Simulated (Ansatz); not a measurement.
**GeNH₃+ (quartet): from Hartree-Fock to the top rungs, cc-pVDZ**

Aim: climb from Hartree-Fock through coupled cluster and multireference methods for GeNH₃+ (quartet) at one geometry and basis, and see what each rung misses.

Program: Ansatz 0.2.0, Gaussian basis. Level of theory: cc-pVDZ, core rule «outside noble gas», up to 15 orbitals frozen. These are calculated values, not measurements.

To be run: UHF; CCSD(T) on ROHF; CCSD(T) on UHF; BCCD(T) on ROHF; CISD; CCSDT(Q) on ROHF; CCSDT(Q) on UHF; CASSCF and MRCISD+Q, 11 electrons in 11 orbitals; CASSCF and NEVPT2, 11 electrons in 11 orbitals.

27 further runs of the same task are left out: 12 that didn't finish, 15 set aside as unsound or not needed.

## (1) What is computed

The geometry is a PBE0/def2-TZVP stationary point (not a proven minimum) of the parent state, kept for this charge and spin. No spin-orbit coupling is included. The filled d shell of Ge may be among the frozen orbitals whatever the setting's name suggests; the logs give the count.

5 atoms, charge 1, spin multiplicity 4.

Atoms are counted from 1 here; the program's logs count them from 0.

Bond lengths: Ge1–N2 1.865 Å, Ge1–H3 1.554 Å, Ge1–H4 1.554 Å, N2–H5 1.023 Å. Angles: N2–Ge1–H3 104.9°, N2–Ge1–H4 104.9°, H3–Ge1–H4 108.3°, Ge1–N2–H5 114.1°.

## (2) UHF

in.yaml

```yaml
crystal:
  periodic: [false, false, false]
  atoms:
    - {symbol: Ge, position_ang: [-0.047913, 0.000000, 0.304305]}
    - {symbol: N, position_ang: [0.195038, 0.000001, -1.544631]}
    - {symbol: H, position_ang: [0.709871, -1.259522, 0.807100]}
    - {symbol: H, position_ang: [0.709872, 1.259520, 0.807101]}
    - {symbol: H, position_ang: [-0.677115, 0.000001, -2.080067]}
basis:
  gaussian: {orbitals: cc-pVDZ}
total_charge: 1
magnetization: {spin_polarized: true, initial_magnetization: 3}
hamiltonian: {xc: hf}
output: {orbitals: {seedname: orbitals}}
```

On the command line:

```
ansatz run in.yaml --threads 1 --pin off --events-out ev --progress --plain --max-ram 2393MiB
```

Further steps of the session: CCSD(T) on ROHF; CCSD(T) on UHF; BCCD(T) on ROHF; CISD; CCSDT(Q) on ROHF; CCSDT(Q) on UHF; CASSCF and MRCISD+Q, 11 electrons in 11 orbitals; CASSCF and NEVPT2, 11 electrons in 11 orbitals.

**Question.** What will the summary of the whole plan be? Wanted: UCCSDT(Q) below the RHF energy; RMP2 from UCCSDT(Q); UMP2 from UCCSDT(Q); RCCSD from UCCSDT(Q); RCCSD(T) from UCCSDT(Q); UCCSD(T) from UCCSDT(Q); RCCSDT(Q) from UCCSDT(Q); NEVPT2 valence from UCCSDT(Q); MRCISD+Q valence from UCCSDT(Q).

As calculated:

```
                         quantity                                value
   UCCSDT(Q) below the RHF energy                           -6.1032 eV
              RMP2 from UCCSDT(Q)                          +1235.9 meV
              UMP2 from UCCSDT(Q)                          +1208.5 meV
             RCCSD from UCCSDT(Q)                           +169.7 meV
          RCCSD(T) from UCCSDT(Q)                            +43.9 meV
          UCCSD(T) from UCCSDT(Q)                            +38.0 meV
         RCCSDT(Q) from UCCSDT(Q)                             +7.0 meV
    NEVPT2 valence from UCCSDT(Q)                           +933.3 meV
  MRCISD+Q valence from UCCSDT(Q)                            +52.4 meV
levels within 1 kcal/mol (43 meV)  UCCSD(T), RCCSDT, UCCSDT, RCCSDT(Q)
                    T1 diagnostic                                0.033
   effectively unpaired electrons                                 3.02
```

In words: RCCSD(T) misses by +43.9 meV, 0.7 % of the correlation energy. One determinant dominates. Of the multireference levels listed MRCISD+Q valence comes nearest in total energy (+52.4 meV), which doesn't show that its space is the better one. These misses are within one basis, not against nature; the frozen cores of restricted and unrestricted runs differ, which can shift their rows.
